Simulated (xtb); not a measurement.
# the pair InNH2···SiH4, run twice

Wanted: ionisation energies of the pair InNH2···SiH4, GFN1-xTB (ALPB phenol).

Program for the calculation: xtb 6.7.1.

7 further runs of the same task are left out: 2 that didn't finish, 5 set aside as unsound or not needed.

### Step 1. The system as given

InSiNH6 has 9 atoms, charge 0, and is taken as a singlet.

Bond lengths: N1–In2 2.080 Å, N1–H4 1.014 Å, N1–H5 1.015 Å, Si3–H6 1.469 Å, Si3–H7 1.462 Å, Si3–H8 1.469 Å, Si3–H9 1.466 Å. Angles: In2–N1–H4 127.8°, In2–N1–H5 127.5°, H4–N1–H5 104.7°, H6–Si3–H7 110.1°, H6–Si3–H8 110.1°, H6–Si3–H9 109.1°, H7–Si3–H8 110.0°, H7–Si3–H9 108.5°, H8–Si3–H9 109.1°.

### Step 2. First attempt

Contents of .CHRG:

```
0
```

Contents of .UHF:

```
0
```

Contents of geo.gen:

```
9 C
 N In Si H
   1  1      0.31425100      0.21395900     -1.99968400
   2  2      0.00948100      1.68253900     -0.55797400
   3  3     -0.24776000     -0.62986000      1.80658000
   4  4      0.52292100     -0.76792100     -1.85280400
   5  4      0.30377100      0.32677900     -3.00856400
   6  4      1.02644000     -0.23215000      1.19324000
   7  4     -0.27295000     -2.07672000      2.01716000
   8  4     -1.36897000     -0.22824000      0.94668000
   9  4     -0.38029000      0.03291000      3.10749000
```

Launch:

```console
$ xtb geo.gen --alpb phenol --vip --etemp 15000 --iterations 50 -P 1 > geo.out
```

What it wrote:

```text
* xtb version 6.7.1
[...]
      * Solvation model:               ALPB
        Solvent                        phenol
[...]
        Solvent mass                       9.4110E+01 g/mol
[...]
          :  # basis functions                  36          :
[...]
          :  # electrons                        18          :
[...]
          :  Hamiltonian                  GFN1-xTB          :
[...]
          :  net charge                          0          :
          :  unpaired electrons                  0          :
[...]
   *** convergence criteria satisfied after 9 iterations ***
[...]
         ::                     SUMMARY                     ::
         :::::::::::::::::::::::::::::::::::::::::::::::::::::
         :: total energy              -9.936259873223 Eh    ::
         :: w/o Gsasa/hb/shift        -9.925177565393 Eh    ::
         :: gradient norm              0.087476946169 Eh/a0 ::
         :: HOMO-LUMO gap              5.318097495116 eV    ::
         ::.................................................::
         :: SCC energy               -10.007853848494 Eh    ::
         :: -> electrostatic           0.025893023685 Eh    ::
         :: -> Gsolv                  -0.015131467492 Eh    ::
         ::    -> Gelec               -0.004049159663 Eh    ::
         ::    -> Gsasa               -0.012832983210 Eh    ::
         ::    -> Ghb                 -0.001924650657 Eh    ::
         ::    -> Gshift               0.003675326038 Eh    ::
         :: repulsion energy           0.074406759161 Eh    ::
         :: dispersion energy         -0.002812783889 Eh    ::
         :: halogen bond corr.         0.000000000000 Eh    ::
[...]
         9        1.5376           -0.4381106             -11.9216 (HOMO)
        10        0.0988           -0.2257530              -6.1431 (LUMO)
[...]
     #   Z sym  total        # sym  WBO       # sym  WBO       # sym  WBO
 ---------------------------------------------------------------------------
     1   7      2.283 --     5      0.878     4      0.877     2      0.517
     2  49      0.793 --     1      0.517     3      0.150
     3  14      3.260 --     7      0.796     9      0.791     6      0.756
                             8      0.756     2      0.150
     4   1      0.888 --     1      0.877
     5   1      0.890 --     1      0.878
     6   1      0.839 --     3      0.756
     7   1      0.827 --     3      0.796
     8   1      0.840 --     3      0.756
     9   1      0.824 --     3      0.791
 ---------------------------------------------------------------------------
[...]
          | TOTAL ENERGY               -9.579575018038 Eh   |
          | GRADIENT NORM               0.088070532871 Eh/α |
          | HOMO-LUMO GAP               5.778544489944 eV   |
           -------------------------------------------------
[...]
```

Standard error:

```text
normal termination of xtb
```

Run time: 0.025 s. Hardware: 1 thread of Arm Neoverse V2, shared host.

### Step 3. What went wrong

The program ended normally, but the settings are unsound, so its numbers aren't properties of the molecule.

What is wrong: the electronic temperature is far too high. To mend it: etemp at its default in place of 15000.

### Step 4. The mended input

.CHRG is that of step 2.

.UHF is that of step 2.

geo.gen is that of step 2.

Launch:

```console
$ xtb geo.gen --alpb phenol --vip -P 1 > run.log
```

What it wrote, shortened:

```text
* xtb version 6.7.1
[...]
      * Solvation model:               ALPB
        Solvent                        phenol
[...]
        Solvent mass                       9.4110E+01 g/mol
[...]
          :  # basis functions                  36          :
[...]
          :  # electrons                        18          :
[...]
          :  Hamiltonian                  GFN1-xTB          :
[...]
          :  net charge                          0          :
          :  unpaired electrons                  0          :
[...]
   *** convergence criteria satisfied after 11 iterations ***
[...]
         ::                     SUMMARY                     ::
         :::::::::::::::::::::::::::::::::::::::::::::::::::::
         :: total energy              -9.846555090640 Eh    ::
         :: w/o Gsasa/hb/shift        -9.834707850456 Eh    ::
         :: gradient norm              0.066736713835 Eh/a0 ::
         :: HOMO-LUMO gap              3.393127898180 eV    ::
         ::.................................................::
         :: SCC energy                -9.918149065912 Eh    ::
         :: -> electrostatic           0.054368912782 Eh    ::
         :: -> Gsolv                  -0.017219119109 Eh    ::
         ::    -> Gelec               -0.005371878925 Eh    ::
         ::    -> Gsasa               -0.012832983210 Eh    ::
         ::    -> Ghb                 -0.002689583012 Eh    ::
         ::    -> Gshift               0.003675326038 Eh    ::
         :: repulsion energy           0.074406759161 Eh    ::
         :: dispersion energy         -0.002812783889 Eh    ::
         :: halogen bond corr.         0.000000000000 Eh    ::
[...]
         9        1.0511           -0.4700943             -12.7919 (HOMO)
        10                         -0.2310380              -6.2869 (LUMO)
[...]
          | TOTAL ENERGY               -9.443512248207 Eh   |
          | GRADIENT NORM               0.106883819795 Eh/α |
          | HOMO-LUMO GAP               6.505052570653 eV   |
           -------------------------------------------------
[...]
```

Standard error:

```text
normal termination of xtb
```

Wall time 0.025 s (1 thread of Arm Neoverse V2, shared host).

### Step 5. Outcome

Level: GFN1-xTB (ALPB phenol).

| quantity | value |
| --- | --- |
| total energy | -9.84656 Eh |
| dispersion energy | -7.38 kJ/mol |
| solvent term in the energy | -45.2 kJ/mol |
| vertical ionisation energy (program's own) | 6.12 eV |

**Reading.** The first attempt's energy was -2.441 eV off this one.
